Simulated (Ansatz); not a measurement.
# ClFHOSi radical (SMILES O[Si](F)Cl): a rigid scan of the bond length O1–H5

One table from this session's results is given with a row withheld; the runs are named, their logs left out.

Method: single points in def2-TZVPP; program: Ansatz 0.2.0, Gaussian basis.

Levels: PBE-D4, r2SCAN-D4, PBE0-D4, B3LYP-D4, wB97M-V, Hartree-Fock, MP2, CCSD, CCSD(T). The scan takes 0.845, 0.878, 0.927, 0.985, 1.048, 1.116, 1.189, 1.265, 1.344 Å.

Correlated methods freeze the cores. Orbitals are unrestricted. B3LYP uses VWN-RPA correlation.

19 further runs of the same task are left out: 19 set aside as unsound or not needed.

### Starting geometry

The minimum, relaxed at PBE0-D4: 5 atoms, charge 0, spin multiplicity 2.

Atoms are counted from 1 here; the program's logs count them from 0.

Bond lengths: O1–Si2 1.630 Å, O1–H5 0.960 Å, Si2–F3 1.596 Å, Si2–Cl4 2.040 Å. Angles: Si2–O1–H5 117.9°, O1–Si2–F3 109.7°, O1–Si2–Cl4 106.8°, F3–Si2–Cl4 108.8°.

As a file:

```csv
atom,x (Å),y (Å),z (Å)
O1,-0.00346,1.14129,-0.01353
Si2,0.07827,-0.42672,0.42568
F3,0.97949,-1.23215,-0.61684
Cl4,-1.82512,-1.15774,0.35315
H5,0.82061,1.60161,-0.18976
```

Energies of the minimum (eV), from earlier single points: PBE-D4 -25172.75251, r2SCAN-D4 -25183.03783, PBE0-D4 -25174.40838, B3LYP-D4 -25187.55221, wB97M-V -25184.16713, CCSD(T) -25153.55825.

At the minimum the bond length O1–H5 is 0.960 Å.

Set-up of the first run:

ccsdt-tzvpp/in.yaml

```yaml
crystal:
  periodic: [false, false, false]
  atoms:
    - {symbol: O, position_ang: [-0.003456, 1.141293, -0.013534]}
    - {symbol: Si, position_ang: [0.078268, -0.426716, 0.425685]}
    - {symbol: F, position_ang: [0.979491, -1.232149, -0.616838]}
    - {symbol: Cl, position_ang: [-1.825116, -1.157739, 0.353152]}
    - {symbol: H, position_ang: [0.721724, 1.546372, -0.168617]}
basis:
  gaussian: {orbitals: def2-TZVPP}
magnetization: {spin_polarized: true, initial_magnetization: 1}
correlation: {method: ccsd_t}
scf: {omitted_lower_state_checks: [cluster_reference]}
```

No record of the launch command was kept for these runs.

Steps of the session up to this table: O1–H5 = 0.845 Å; O1–H5 = 0.878 Å; O1–H5 = 0.927 Å; O1–H5 = 0.985 Å; O1–H5 = 1.048 Å; O1–H5 = 1.116 Å; O1–H5 = 1.189 Å; O1–H5 = 1.265 Å; O1–H5 = 1.344 Å.

One table of the session follows, with a row left open; its other results are not shown here.

Energies less that of the minimum at the same level (eV):

| bond length (Å) | PBE-D4 | PBE0-D4 | B3LYP-D4 | wB97M-V | Hartree-Fock |
| --- | --- | --- | --- | --- | --- |
| 0.845 | 0.513 | 0.452 | 0.464 | 0.459 | 0.341 |
| 0.878 | 0.253 | 0.209 | 0.219 | 0.214 | 0.129 |
| 0.927 | 0.046 | 0.028 | 0.033 | 0.031 | -0.005 |
| 0.960 (minimum) | 0.000 | 0.000 | 0.000 | 0.000 | 0.000 |
| 0.985 | 0.004 | 0.018 | 0.014 | 0.016 | 0.043 |
| 1.048 | 0.127 | 0.176 | 0.162 | 0.170 | 0.265 |
| 1.116 | ? | ? | ? | ? | ? |
| 1.189 | 0.745 | 0.876 | 0.833 | 0.861 | 1.111 |
| 1.265 | 1.164 | 1.341 | 1.278 | 1.324 | 1.657 |
| 1.344 | 1.617 | 1.843 | 1.761 | 1.826 | 2.243 |

**Question.** Estimate the row for bond length (Å) = 1.116.

Worked estimate for «PBE-D4». A straight line through the neighbours (1.048, 0.127) and (1.189, 0.745) gives 0.127 + (0.745 − 0.127) × (1.116 − 1.048) / (1.189 − 1.048) = 0.425; a parabola fitted to 4 rows on both sides gives 0.387.

**Answer.** PBE-D4: 0.385; PBE0-D4: 0.473; B3LYP-D4: 0.446; wB97M-V: 0.462; Hartree-Fock: 0.631. In «PBE-D4» the line misses by +0.040 and the parabola by +0.002.

Caveats from the session: A polynomial through the near points puts the CCSD(T) minimum 0.001 Å below the PBE0-D4 value.
